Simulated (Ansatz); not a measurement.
# CuS: the cost of one run

Program: Ansatz 0.2.0. Level of theory: DFT PBEsol+U (U_eff = 7 eV on Cu d), plane waves, PAW. These are calculated values, not measurements.

1 further run of the same task is left out (it didn't finish).

### Step 1. The structure to begin with

Symmetry: P-6m2, No. 187, hexagonal system. The conventional cell has a = 3.436 Å, b = 3.436 Å, c = 3.353 Å, α = 90.00°, β = 90.00°, γ = 120.00°. Cu (site symmetry -6m2) is surrounded by 6 S at 2.60 Å. S (site symmetry -6m2) is surrounded by 6 Cu at 2.60 Å.

As a file:

```cif
data_structure
_symmetry_space_group_name_H-M 'P-6m2'
_symmetry_Int_Tables_number 187
_cell_length_a 3.4355
_cell_length_b 3.4355
_cell_length_c 3.3529
_cell_angle_alpha 90.000
_cell_angle_beta 90.000
_cell_angle_gamma 120.000
_cell_volume 34.27
loop_
_atom_site_label
_atom_site_type_symbol
_atom_site_symmetry_multiplicity
_atom_site_Wyckoff_symbol
_atom_site_fract_x
_atom_site_fract_y
_atom_site_fract_z
_atom_site_occupancy
Cu1 Cu 1 a 0.00000 0.00000 0.00000 1
S1 S 1 f 0.66667 0.33333 0.50000 1
```

An earlier series on this cell reached its lowest free state from «ferromagnetic start, free, symmetry kept, no search», perhaps among other starts.

### Step 2. Total moment locked at zero, no site moments, 0.00 μB per cell

Contents of input.yaml:

```yaml
crystal:
  lattice:
    - [3.43554872, 0.0, 0.0]
    - [-1.71777436, 2.97527247, 0.0]
    - [0.0, 0.0, 6.70585068]
  atoms:
    - { symbol: Cu, position: [0.0, 0.0, 0.0] }
    - { symbol: S, position: [0.6666666667, 0.3333333333, 0.25] }
    - { symbol: Cu, position: [0.0, 0.0, 0.5] }
    - { symbol: S, position: [0.6666666667, 0.3333333333, 0.75] }
basis:
  ecutwfc: 420
  ecutrho_ratio: 4
kpoints:
  mp_grid: { grid: [6, 6, 3] }
hamiltonian:
  xc: pbesol
  hubbard:
    sites: [{ site: 0, l: d, u_eff: 7.0 }, { site: 2, l: d, u_eff: 7.0 }]
scf:
  occupations: { method: gaussian, width: 0.05 }
  lower_state_search: "off"
  max_iter: 150
output:
  forces: true
  stress: true
  eigenvalues: true
  populations: true
  hubbard: { sites: [{ site: 0, l: d }, { site: 2, l: d }] }
magnetization:
  spin_polarized: true
  initial_magnetization: 0.0
  spin_locking: { lock_magnetization: hard }
```

The lock stays on to the end, so the result is a constrained state.

The run is started by

```bash
ansatz run input.yaml --threads 2 --pin off --max-ram 3072MiB --backend cpu --events-out ev --progress --plain --runs-dir out
```

Q: Estimate wall time and peak memory on 2 threads of Arm Neoverse N1, shared host.

About 4.2 s, with a peak of 0.34 GiB.
